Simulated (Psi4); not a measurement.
# InH2F (SMILES [H][In]([H])[F]) at UB2GP-PLYP/def2-TZVP (density fitting, core potential, density fitting for correlation)

Aim: the energy difference between two shapes of InH2F at UB2GP-PLYP/def2-TZVP (density fitting, core potential, density fitting for correlation), from 2 runs. The job is set up through a Python script.

Program for the calculation: Psi4 1.11.

## Step 1: The system as given

InH2F has 4 atoms, charge 0, and is taken as a singlet. As SMILES, `[H][In]([H])[F]`. The shape comes from GFN2-xTB, which is rough for such elements, and wasn't checked as a minimum.

Bond lengths: In1–F4 1.946 Å, In1–H2 1.693 Å, In1–H3 1.691 Å. Angles: H2–In1–F4 114.4°, H3–In1–F4 114.5°, H2–In1–H3 131.1°.

## Step 2: The energy at UB2GP-PLYP/def2-TZVP (density fitting, core potential, density fitting for correlation)

Contents of fh2in.py:

```python
import psi4

psi4.set_memory(1600000000)
psi4.set_num_threads(1)
psi4.set_output_file('psi4.out', False)

molecule = psi4.geometry("""
In     0.069180     0.117330    -0.000190
H      1.751200    -0.073770     0.013580
H     -0.891440     1.509340    -0.018860
F     -0.928940    -1.552910     0.005460
""")

options = {'basis': 'def2-TZVP', 'reference': 'uks', 'num_frozen_docc': 5}
psi4.set_options(options)

E = psi4.energy("B2GPPLYP", molecule=molecule)
print(f'total energy {E:.8f} hartree = {E * 27.211386:.5f} eV')
```

Launch:

```
$ python fh2in.py
```

psi4.out:

```text
[...]
    !!!  WARNING: ECP capability is in beta. Please check occupations closely.  !!!
[...]
  Running in c1 symmetry.
[...]
  Nuclear repulsion =   67.818386914689327
[...]
  Multiplicity = 1
[...]
  Nalpha       = 16
  Nbeta        = 16
[...]
    Number of basis functions: 93
[...]
   @DF-UKS iter   1:  -290.54101699347416   -1.27979e+00   6.41213e-03 DIIS/ADIIS
[...]
   @DF-UKS iter   8:  -290.66358522374827   -2.96659e-08   2.76329e-07 DIIS
[...]
   @S^2 Observed:                4.440892099E-14
[...]
    Orbital Energies [Eh]
    ---------------------
    Alpha Occupied:
       1A    -25.511414     2A     -5.097537     3A     -3.424156
       4A     -3.413103     5A     -3.412450     6A     -1.311672
       7A     -0.942635     8A     -0.937265     9A     -0.934762
      10A     -0.932587    11A     -0.928262    12A     -0.544056
      13A     -0.481059    14A     -0.474406    15A     -0.445650
      16A     -0.382588
    Alpha Virtual:
      17A     -0.023347    18A      0.025939    19A      0.061739
      20A      0.075278    21A      0.110158    22A      0.141642
      23A      0.183247    24A      0.195934    25A      0.202828
[...]
  @DF-UKS Final Energy:  -290.66358522374827
   => Energetics <=
    Nuclear Repulsion Energy =             67.8183869146893272
    One-Electron Energy =                -611.4149303684969254
    Two-Electron Energy =                 263.0622793897147176
    DFT Exchange-Correlation Energy =     -10.1293211596553707
    Empirical Dispersion Energy =           0.0000000000000000
    VV10 Nonlocal Energy =                  0.0000000000000000
    Total Energy =                       -290.6635852237482709
[...]
 Multipole Moments:
 ------------------------------------------------------------------------------------
     Multipole            Electronic (a.u.)      Nuclear  (a.u.)        Total (a.u.)
 ------------------------------------------------------------------------------------
 L = 1.  Multiply by 2.5417464519 to convert [e a0] to [Debye]
 Dipole X            :          8.0843759           -7.4990949            0.5852810
 Dipole Y            :         13.5422907          -12.5579183            0.9843724
 Dipole Z            :         -0.0441600            0.0412730           -0.0028870
 Magnitude           :                                                    1.1452298
[...]
```

Standard output:

```text
total energy -290.88486929 hartree = -7915.38046 eV
```

It took 15 s on 1 thread of Intel Xeon at 2.50GHz (Skylake/Cascade Lake), shared host; peak memory 0.42 GiB.

## Step 3: The distorted shape, same level

Contents of job.py:

```python
import psi4

psi4.set_memory('1600 MB')
psi4.set_num_threads(1)
psi4.core.set_output_file('fh2in.out', False)

m = psi4.geometry("""
0 1
In     0.079560     0.184822    -0.015997
H      1.769738    -0.029819    -0.024662
H     -0.895713     1.567013     0.038632
F     -0.886370    -1.575237    -0.048078
""")

psi4.set_options({
    'basis': 'def2-TZVP',
    'reference': 'uks',
    'num_frozen_docc': 5,
})

e_tot, wfn = psi4.energy("b2gpplyp", return_wfn=True)
print(f'total energy {e_tot:.8f} hartree = {e_tot * 27.211386:.5f} eV')
```

Launch:

```
$ python job.py
```

fh2in.out:

```text
[...]
    !!!  WARNING: ECP capability is in beta. Please check occupations closely.  !!!
[...]
  Running in c1 symmetry.
[...]
  Nuclear repulsion =   66.132657741629131
[...]
  Multiplicity = 1
[...]
  Nalpha       = 16
  Nbeta        = 16
[...]
    Number of basis functions: 93
[...]
   @DF-UKS iter   1:  -290.54725255523618   -1.26264e+00   6.19680e-03 DIIS/ADIIS
[...]
   @DF-UKS iter   8:  -290.66243085714029   -3.62581e-08   2.98711e-07 DIIS
[...]
   @S^2 Observed:               -4.973799150E-14
[...]
    Orbital Energies [Eh]
    ---------------------
    Alpha Occupied:
       1A    -25.503456     2A     -5.102586     3A     -3.429057
       4A     -3.418112     5A     -3.417258     6A     -1.296497
       7A     -0.947159     8A     -0.941503     9A     -0.939310
      10A     -0.936356    11A     -0.932937    12A     -0.538254
      13A     -0.470044    14A     -0.463455    15A     -0.443193
      16A     -0.386489
    Alpha Virtual:
      17A     -0.026337    18A      0.021675    19A      0.056611
      20A      0.075127    21A      0.108867    22A      0.139049
      23A      0.181321    24A      0.194084    25A      0.198450
[...]
  @DF-UKS Final Energy:  -290.66243085714029
   => Energetics <=
    Nuclear Repulsion Energy =             66.1326577416291315
    One-Electron Energy =                -608.0614259926746854
    Two-Electron Energy =                 261.3892522645115264
    DFT Exchange-Correlation Energy =     -10.1229148706062926
    Empirical Dispersion Energy =           0.0000000000000000
    VV10 Nonlocal Energy =                  0.0000000000000000
    Total Energy =                       -290.6624308571402935
[...]
 Multipole Moments:
 ------------------------------------------------------------------------------------
     Multipole            Electronic (a.u.)      Nuclear  (a.u.)        Total (a.u.)
 ------------------------------------------------------------------------------------
 L = 1.  Multiply by 2.5417464519 to convert [e a0] to [Debye]
 Dipole X            :          7.8174185           -7.2330723            0.5843462
 Dipole Y            :         14.5442364          -13.3743989            1.1698375
 Dipole Z            :          0.2167131           -0.2082021            0.0085111
 Magnitude           :                                                    1.3076898
[...]
```

The script printed:

```text
total energy -290.88413372 hartree = -7915.36044 eV
```

Run time: 16 s. Hardware: 1 thread of Intel Xeon at 2.50GHz (Skylake/Cascade Lake), shared host; peak memory 0.42 GiB.

## Step 4: Outcome

Level: UB2GP-PLYP/def2-TZVP (density fitting, core potential, density fitting for correlation), 5 core orbitals frozen.

| quantity | value |
| --- | --- |
| first shape: total energy | -290.88487 Eh |
| first shape: HOMO energy (SCF part's orbitals) | -10.41 eV |
| first shape: LUMO energy (SCF part's orbitals) | -0.64 eV |
| first shape: HOMO–LUMO gap (SCF part's orbitals) | 9.78 eV |
| distorted shape: total energy | -290.88413 Eh |
| distorted shape: HOMO energy (SCF part's orbitals) | -10.52 eV |
| distorted shape: LUMO energy (SCF part's orbitals) | -0.72 eV |
| distorted shape: HOMO–LUMO gap (SCF part's orbitals) | 9.80 eV |
| energy change with the atoms displaced | 0.020 eV |

In words: With the atoms displaced the energy rises by 0.02 eV (1.9 kJ/mol). The first shape isn't relaxed at this level, so the change isn't measured from a minimum.
